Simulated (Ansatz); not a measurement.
# YMg7: the cost of one run

Program: Ansatz 0.2.0. Level of theory: DFT r2SCAN, scalar-relativistic, plane waves, PAW. These are calculated values, not measurements.

## (1) The starting structure

The structure is cubic, space group Fm-3m (No. 225). Conventional cell: a = 9.287 Å, b = 9.287 Å, c = 9.287 Å, α = 90.00°, β = 90.00°, γ = 90.00°. Around Y (site symmetry m-3m) lie 12 Mg at 3.28 Å. Mg (site symmetry m-3m) has 12 Mg at 3.28 Å in its first shell of neighbours. Mg (site symmetry mmm) has 2 Y at 3.28 Å and 10 Mg at 3.28 Å in its first shell of neighbours.

Structure file:

```cif
data_structure
_symmetry_space_group_name_H-M 'P 1'
_symmetry_Int_Tables_number 1
_cell_length_a 6.5672
_cell_length_b 6.5672
_cell_length_c 6.5672
_cell_angle_alpha 60.000
_cell_angle_beta 60.000
_cell_angle_gamma 60.000
_cell_volume 200.28
loop_
_atom_site_label
_atom_site_type_symbol
_atom_site_fract_x
_atom_site_fract_y
_atom_site_fract_z
_atom_site_occupancy
Y1 Y 0.00000 0.00000 0.00000 1
Mg1 Mg 0.50000 0.50000 0.50000 1
Mg2 Mg 0.00000 0.00000 0.50000 1
Mg3 Mg 0.50000 0.00000 0.50000 1
Mg4 Mg 0.00000 0.50000 0.50000 1
Mg5 Mg 0.50000 0.50000 0.00000 1
Mg6 Mg 0.00000 0.50000 0.00000 1
Mg7 Mg 0.50000 0.00000 0.00000 1
```

This is candidate A: structure listed in a database for this formula (Fm-3m, No. 225).

(A quick probe on a coarse mesh, which set the mesh and smearing, is not shown.)

## (3) Full relaxation (candidate A)

The input, input.yaml:

```yaml
crystal:
  lattice:
    - [0.0, 4.643726, 4.643726]
    - [4.643726, 0.0, 4.643726]
    - [4.643726, 4.643726, 0.0]
  atoms:
    - { symbol: "Y", position: [0.0, 0.0, 0.0] }
    - { symbol: Mg, position: [0.5, 0.5, 0.5] }
    - { symbol: Mg, position: [0.0, 0.0, 0.5] }
    - { symbol: Mg, position: [0.5, 0.0, 0.5] }
    - { symbol: Mg, position: [0.0, 0.5, 0.5] }
    - { symbol: Mg, position: [0.5, 0.5, 0.0] }
    - { symbol: Mg, position: [0.0, 0.5, 0.0] }
    - { symbol: Mg, position: [0.5, 0.0, 0.0] }
basis:
  ecutwfc: 500
kpoints:
  mp_grid: { grid: [8, 8, 8] }
hamiltonian:
  xc: r2scan
scf:
  occupations: { method: gaussian, width: 0.1 }
output:
  forces: true
  stress: true
  eigenvalues: true
relax:
  adjacent_minimum: "off"
  f_tol: 0.01
  max_steps: 80
  cell: { stress_tol: 0.05 }
```

Run with:

```sh
$ ansatz run input.yaml --threads 1 --pin off --max-ram 3072MiB --backend cpu --events-out ev --progress --plain --runs-dir out
```

**Question.** How long does this run take on 1 thread of Arm Neoverse V2, shared host, and how much memory does it need?

About 89 s, with a peak of 1 GiB.
